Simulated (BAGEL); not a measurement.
# One shape, several levels: triplet GaH2ClO

We compute a comparison of 3 runs (UHF/3-21G, ROHF/6-31G*, ROHF/def2-SVPD) of triplet GaH2ClO. 

The calculation is run with BAGEL 1.2.2.

5 further runs of the same task are left out: 5 that didn't finish. Runs told in other sessions of the task aren't counted.

## (1) The structure to begin with

GaH2ClO: 5 atoms, total charge 0, spin state triplet. SMILES of the parent species: `[OH][GaH][Cl]`. Geometry: relaxed at PBE0-D4/def2-TZVP. This is one conformer, not always the lowest. That shape belongs to the parent species and isn't relaxed for this state.

Bond lengths: O1–Ga2 1.772 Å, Ga2–Cl3 2.145 Å, O1–H4 0.960 Å, Ga2–H5 1.541 Å. Angles: O1–Ga2–Cl3 115.0°, O1–Ga2–H5 122.5°, Cl3–Ga2–H5 122.5°, Ga2–O1–H4 113.5°.

## (2) A single-point energy at UHF/3-21G (density fitting with qzvpp-jkfit) (run 1)

input.json reads:

```json
{ "bagel" : [

{
  "title" : "molecule",
  "basis" : "3-21g",
  "df_basis" : "qzvpp-jkfit",
  "angstrom" : "true",
  "geometry" : [
    { "atom" : "O", "xyz" : [   -1.152400,    0.516000,   -0.496900 ] },
    { "atom" : "Ga", "xyz" : [    0.470000,    0.208100,    0.146200 ] },
    { "atom" : "Cl", "xyz" : [    0.927500,   -1.856600,    0.504600 ] },
    { "atom" : "H", "xyz" : [   -1.672300,   -0.281800,   -0.622300 ] },
    { "atom" : "H", "xyz" : [    1.477200,    1.340600,    0.426900 ] }
  ]
},
{
  "title" : "uhf",
  "nopen" : 2
},
{
  "title" : "print",
  "file" : "orbitals.molden",
  "orbitals" : "true"
}

]}
```

The run is started by

```sh
$ BAGEL_NUM_THREADS=1 BAGEL input.json > input.out
```

The log of the run:

```text
* using 1 threads per process

  ===============================================================
  ===============================================================

  *** Geometry ***

  { "atom" : "O", "xyz" : [     -2.177720,      0.975099,     -0.939005 ] },
  { "atom" : "Ga", "xyz" : [      0.888171,      0.393252,      0.276278 ] },
  { "atom" : "Cl", "xyz" : [      1.752721,     -3.508466,      0.953556 ] },
  { "atom" : "H", "xyz" : [     -3.160189,     -0.532525,     -1.175977 ] },
  { "atom" : "H", "xyz" : [      2.791503,      2.533367,      0.806724 ] },

  Number of auxiliary basis functions:      507

  Since a DF basis is specified, we compute 2- and 3-index integrals:
    o Being stored without compression. Storage requirement is 0.009 GB

  Number of basis functions:       48
  Number of electrons      :       58

    * METHOD: MOLECULE                             0.21

  *** Open-shell HF ***

  === Nuclear Repulsion ===
   255.0547280866

      * DIIS with orbital gradients will be used.

  === UHF iteration (3-21g) ===
      0      -2446.36058909          0.05619147           0.11
      1      -2446.42789914          0.05334604           0.11
      2      -2446.48532497          0.04203103           0.11
[... 75 lines of this table left out ...]
     78      -2446.56434286          0.00000001           0.11
    * SCF iteration converged.

    * S^2 (UHF) is 2.0107

    * Permanent dipole moment:
           (   -0.355915,    -1.164836,    -0.031571) a.u.

    * METHOD: UHF                                  8.73

    * METHOD: PRINT                                0.01

  ===============================================================
```

Wall time 9.3 s (1 thread of Arm Neoverse V1, shared host).

## (3) A single-point energy at ROHF/6-31G(d) (density fitting with qzvpp-jkfit, spherical functions) (run 2)

calc.json reads:

```json
{ "bagel": [

{
  "title": "molecule",
  "basis": "6-31gs.json",
  "df_basis": "qzvpp-jkfit",
  "angstrom": true,
  "geometry": [
    { "atom": "O", "xyz": [      -1.152400,       0.516000,      -0.496900 ] },
    { "atom": "Ga", "xyz": [       0.470000,       0.208100,       0.146200 ] },
    { "atom": "Cl", "xyz": [       0.927500,      -1.856600,       0.504600 ] },
    { "atom": "H", "xyz": [      -1.672300,      -0.281800,      -0.622300 ] },
    { "atom": "H", "xyz": [       1.477200,       1.340600,       0.426900 ] }
  ]
},

{
  "title": "rohf",
  "nopen": 2
},

{
  "title": "print",
  "file": "orbitals.molden",
  "orbitals": true
}

]}
```

The basis set 6-31G* is read from a file made from the Basis Set Exchange's data (not shown).

The run is started by

```sh
$ BAGEL_NUM_THREADS=1 BAGEL calc.json > calc.out
```

The log of the run:

```text
* using 1 threads per process

  ===============================================================
  ===============================================================

  *** Geometry ***

  { "atom" : "O", "xyz" : [     -2.177720,      0.975099,     -0.939005 ] },
  { "atom" : "Ga", "xyz" : [      0.888171,      0.393252,      0.276278 ] },
  { "atom" : "Cl", "xyz" : [      1.752721,     -3.508466,      0.953556 ] },
  { "atom" : "H", "xyz" : [     -3.160189,     -0.532525,     -1.175977 ] },
  { "atom" : "H", "xyz" : [      2.791503,      2.533367,      0.806724 ] },

  Number of auxiliary basis functions:      507

  Since a DF basis is specified, we compute 2- and 3-index integrals:
    o Being stored without compression. Storage requirement is 0.019 GB

  Number of basis functions:       68
  Number of electrons      :       58

    * METHOD: MOLECULE                             0.28

  *** Open-shell HF ***

  === Nuclear Repulsion ===
   255.0547280866

      * DIIS with orbital gradients will be used.

  === ROHF iteration (6-31gs.json) ===
      0      -2457.97465601          0.04771339           0.16
      1      -2457.78549724          0.06743863           0.16
      2      -2457.64874551          0.07170698           0.15
[... 58 lines of this table left out ...]
     61      -2458.31579052          0.00000001           0.15
    * SCF iteration converged.

    * S^2 (ROHF) is 2.0000

    * Permanent dipole moment:
           (    0.686700,    -0.820143,     0.333260) a.u.

    * METHOD: ROHF                                10.24

    * METHOD: PRINT                                0.01

  ===============================================================
```

It took 11 s on 1 thread of Arm Neoverse V1, shared host; peak memory 0.11 GiB.

## (4) A single-point energy at ROHF/def2-SVPD (density fitting with qzvpp-jkfit) (run 3)

calc.json: that of step 3 with these lines changed.

```diff
@@ -4,3 +4,3 @@
   "title": "molecule",
-  "basis": "6-31gs.json",
+  "basis": "def2-svpd.json",
   "df_basis": "qzvpp-jkfit",
```

The basis set def2-SVPD is read from a file made from the Basis Set Exchange's data (not shown).

The run is started by

```sh
$ BAGEL_NUM_THREADS=1 BAGEL calc.json > calc.out
```

The log of the run:

```text
* using 1 threads per process

  ===============================================================
  ===============================================================

  *** Geometry ***

  { "atom" : "O", "xyz" : [     -2.177720,      0.975099,     -0.939005 ] },
  { "atom" : "Ga", "xyz" : [      0.888171,      0.393252,      0.276278 ] },
  { "atom" : "Cl", "xyz" : [      1.752721,     -3.508466,      0.953556 ] },
  { "atom" : "H", "xyz" : [     -3.160189,     -0.532525,     -1.175977 ] },
  { "atom" : "H", "xyz" : [      2.791503,      2.533367,      0.806724 ] },

  Number of auxiliary basis functions:      507

  Since a DF basis is specified, we compute 2- and 3-index integrals:
    o Being stored without compression. Storage requirement is 0.044 GB

  Number of basis functions:      104
  Number of electrons      :       58

    * METHOD: MOLECULE                             0.31

  *** Open-shell HF ***

  === Nuclear Repulsion ===
   255.0547280866

      * DIIS with orbital gradients will be used.

  === ROHF iteration (def2-svpd.json) ===
      0      -2457.78144286          0.04438429           0.29
      1      -2457.53785989          0.06870399           0.29
      2      -2457.40816779          0.06455021           0.29
[... 46 lines of this table left out ...]
     49      -2458.18937903          0.00000001           0.29
    * SCF iteration converged.

    * S^2 (ROHF) is 2.0000

    * Permanent dipole moment:
           (    0.193691,    -0.822150,     0.146487) a.u.

    * METHOD: ROHF                                14.21

    * METHOD: PRINT                                0.02

  ===============================================================
```

Run time: 15 s. Hardware: 1 thread of Arm Neoverse V1, shared host; peak memory 0.15 GiB.

## (5) All runs side by side

| run | level | energy (Eh) | dipole moment (D) | ⟨S²⟩ | wall time |
| --- | --- | --- | --- | --- | --- |
| 1 | UHF/3-21G (density fitting with qzvpp-jkfit) | -2446.564343 | 3.10 | 2.011 | 9.3 s |
| 2 | ROHF/6-31G* (density fitting with qzvpp-jkfit, spherical functions) | -2458.315791 | 2.85 | 2.000 | 11 s |
| 3 | ROHF/def2-SVPD (density fitting with qzvpp-jkfit) | -2458.189379 | 2.18 | 2.000 | 15 s |

## (6) What came out

```
            quantity           value
 run 3: total energy  -2458.18938 Eh
run 3: dipole moment          2.18 D
         run 3: ⟨S²⟩           2.000
```

**Reading.** The dipole moment (its size) runs from 2.18 D (ROHF/def2-SVPD) to 3.10 D (UHF/3-21G). The two ends differ in method and basis. All runs together took 35 s, the longest 15 s.
